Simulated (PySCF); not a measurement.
# I4Si: the cost of one run

Computed with PySCF 2.14.0. Level: levels as typed in each script, gas phase, geometry from GFN2-xTB.

## Step 1: The starting structure

SMILES `I[Si](I)(I)I`, 5 atoms, charge 0, spin multiplicity 1.

Bond lengths: I1–Si2 2.472 Å, Si2–I3 2.472 Å, Si2–I4 2.472 Å, Si2–I5 2.472 Å. Angles: I1–Si2–I3 109.5°, I1–Si2–I4 109.5°, I1–Si2–I5 109.5°, I3–Si2–I4 109.5°, I3–Si2–I5 109.5°, I4–Si2–I5 109.5°.

As a file:

```mol
I4Si
  3D, bonds by distance, orders not assigned

  5  4  0  0  0  0  0  0  0  0999 V2000
   -1.3671    1.4851   -1.4268 I   0  0
   -0.0000   -0.0004   -0.0000 Si  0  0
    1.3671   -1.4851   -1.4268 I   0  0
    1.4853    1.3669    1.4268 I   0  0
   -1.4853   -1.3668    1.4268 I   0  0
  1  2  8  0
  2  3  8  0
  2  4  8  0
  2  5  8  0
M  END
```

## Step 2: Density, bond paths and surface potential (PBE0/def2-tzvp)

input.py

```python
import numpy as np
from pyscf import gto, scf, dft
from pyscf.scf import atom_ks, atom_hf
from scipy.linalg import block_diag

def solve(mol, dm0=None, hcore=None):
    mf = (dft.UKS if mol.spin else dft.RKS)(mol, xc='pbe0')
    mf.grids.level = 3
    mf = mf.density_fit(auxbasis='def2-universal-jkfit')
    mf.conv_tol, mf.max_cycle = 1e-8, 80
    if hcore is not None:
        mf.get_hcore = lambda *args: hcore
    mf.kernel(dm0)
    if not mf.converged:
        mf = mf.newton().run(mf.mo_coeff, mf.mo_occ, max_cycle=30)
    assert mf.converged, 'SCF not converged'
    return mf

mol = gto.M(atom='''
I     -1.36706     1.48514    -1.42685
Si    -0.00004    -0.00042    -0.00002
I      1.36706    -1.48509    -1.42685
I      1.48535     1.36687     1.42685
I     -1.48535    -1.36681     1.42685
''', basis='def2-tzvp', ecp={'I': 'def2-tzvp'}, charge=0, spin=0, verbose=4)
mf = solve(mol)
mf.analyze()
# spherically averaged free atoms, for the promolecule
atom_ks.AtomSphAverageRKS.init_guess_by_vsap = lambda self, mol=None: self.init_guess_by_minao(mol)  # core potentials
atm = atom_ks.get_atm_nrks(mol, xc='pbe0')
pro = block_diag(*[(atm[a[0]][2] * atm[a[0]][3]) @ atm[a[0]][2].T for a in mol._atom])
np.savez('result.npz', e=mf.e_tot, c=mf.mo_coeff, occ=mf.mo_occ, eps=mf.mo_energy, pro=pro, dip=mf.dip_moment(verbose=0), s2=mf.spin_square()[0])
```

Run with:

```
OMP_NUM_THREADS=1 python input.py
```

What time and memory should one allow on 1 thread of Intel Xeon 6975P-C (Granite Rapids), shared host?

About 24 s, with a peak of 0.99 GiB.
